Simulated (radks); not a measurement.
**Spin polarisation of the 4f shell in Ce**

Aim: the energy gained and the exchange splitting as electrons of the 4f shell of Ce are turned from spin down to spin up.

The numbers are computed with radks (a radial shooting solver on a logarithmic mesh, Libxc functionals) version 1 (scalar-relativistic Kohn-Sham, r2SCAN, spin-polarised, spherical densities, finite nucleus), except any that are marked as measured or tabulated.

## (1) Starting point

| Quantity | Value |
| --- | --- |
| element | cerium (Z = 58) |
| charge | 0 |
| electrons | 58 |
| configuration | [Xe] 4f(up 0.5, down 0.5) 5d(up 0.5, down 0.5) 6s2 |
| nuclear rms radius | 4.8771 fm |

A shell typed twice in an input gives spin up, then spin down.

## (2) No moment

Input:

```text
Z 58
configuration [Xe] 4f0.5 4f0.5 5d0.5 5d0.5 6s2
relativity scalar-relativistic
functional r2scan,r2scan
spin polarised
nucleus finite rms 4.8771 fm
c 137.035999084
```

## (3) moment 0.25 in 4f

Input:

```text
Z 58
configuration [Xe] 4f0.625 4f0.375 5d0.5 5d0.5 6s2
relativity scalar-relativistic
functional r2scan,r2scan
spin polarised
nucleus finite rms 4.8771 fm
c 137.035999084
```

## (4) moment 0.5 in 4f

Input:

```text
Z 58
configuration [Xe] 4f0.75 4f0.25 5d0.5 5d0.5 6s2
relativity scalar-relativistic
functional r2scan,r2scan
spin polarised
nucleus finite rms 4.8771 fm
c 137.035999084
```

## (5) moment 0.75 in 4f

Input:

```text
Z 58
configuration [Xe] 4f0.875 4f0.125 5d0.5 5d0.5 6s2
relativity scalar-relativistic
functional r2scan,r2scan
spin polarised
nucleus finite rms 4.8771 fm
c 137.035999084
```

## (6) moment 1 in 4f

Input:

```text
Z 58
configuration [Xe] 4f1 4f0 5d0.5 5d0.5 6s2
relativity scalar-relativistic
functional r2scan,r2scan
spin polarised
nucleus finite rms 4.8771 fm
c 137.035999084
```

What does the calculation give? Wanted: for each run, moment; E − E(0); ε(4f up); ε(4f down); splitting.

As calculated:

```csv
moment (μB),E − E(0) (eV),ε(4f up) (eV),ε(4f down) (eV),splitting (eV)
0,0.000,-5.022,-5.022,0.000
0.25,-0.015,-5.137,-4.904,0.232
0.5,-0.058,-5.246,-4.781,0.465
0.75,-0.131,-5.351,-4.654,0.697
1,-0.233,-5.452,-4.523,0.929
```

What this shows: At a moment of 1 μB the energy has fallen by 0.23 eV and the 4f levels split by 0.93 eV, 0.929 eV per μB. The Stoner form E = −I m²/4 would give I = 0.931 eV. The energy falls at every step.
